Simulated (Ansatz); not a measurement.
Crystal: HfIn4SiO6.

```
Hf In Si O
1.0
     2.71585   -4.70357    0.00833
     2.71585    4.70357    0.00833
    -1.87915    0.00000    7.40127
Hf In Si O
1 4 1 6
Direct
  0.78835 0.21165 0.00000
  0.62175 0.37825 0.50000
  0.45502 0.54498 0.00000
  0.28407 0.71593 0.50000
  0.95814 0.04186 0.50000
  0.12168 0.87832 0.00000
  0.06219 0.11415 0.86666
  0.88585 0.93781 0.13334
  0.79490 0.53784 0.86663
  0.46216 0.20510 0.13337
  0.15352 0.62879 0.13333
  0.37121 0.84648 0.86667
```

The cell was built by a generator and needn't be a form met in nature.

| Property | Result |
| --- | --- |
| Program | Ansatz 0.2.0 |
| Task | relaxation of cell and atoms |
| Functional | revPBE |
| Potentials or basis | Ansatz PAW |
| Cutoff | 420 eV (not typed: the program's choice for these potentials) |
| k mesh | 4 × 4 × 3 |
| Occupations | fermi-dirac, width 0.05 eV |
| Spin | no spin polarisation |

At the start: volume 15.77 Å³/atom.

How do energy, volume and symmetry change on relaxing?

It ends after 8 steps and the volume is 16.14 Å³/atom (+2.3 %); space group C2 (No. 5, to 0.05 Å).

The path:
```
step  energy change (eV)  largest force (eV/Å)  volume (Å³)
   1              0.0000                0.1337       189.24
   2             -0.0034                0.1828       194.43
   3             -0.0136                0.0547       193.30
   4             -0.0141                0.0167       193.27
   5             -0.0141                0.0046       193.30
   6             -0.0264                0.0048       193.30
   7             -0.0257                0.0055       193.65
   8             -0.0266                0.0055       193.65
```

Final structure:
```
Hf In Si O
1.0
     2.72390   -4.71843    0.01039
     2.72390    4.71843    0.01039
    -1.87948    0.00000    7.52638
Hf In Si O
1 4 1 6
Direct
  0.78826 0.21174 0.00000
  0.62134 0.37866 0.50000
  0.45488 0.54512 0.00000
  0.28576 0.71424 0.50000
  0.95757 0.04243 0.50000
  0.12158 0.87842 0.00000
  0.06194 0.11437 0.86767
  0.88563 0.93806 0.13233
  0.79568 0.53788 0.86768
  0.46212 0.20432 0.13232
  0.15189 0.62783 0.13224
  0.37217 0.84811 0.86776
```

Caveat: the plane-wave basis is chosen anew once the cell has moved, so the energies of steps on either side of that aren't comparable; the pressure holds a Pulay correction of +0.4 GPa for the finite cutoff; the PAW data sets come from PBE, with cores solved anew for the run's functional, which leaves a small shift of forces and pressure.
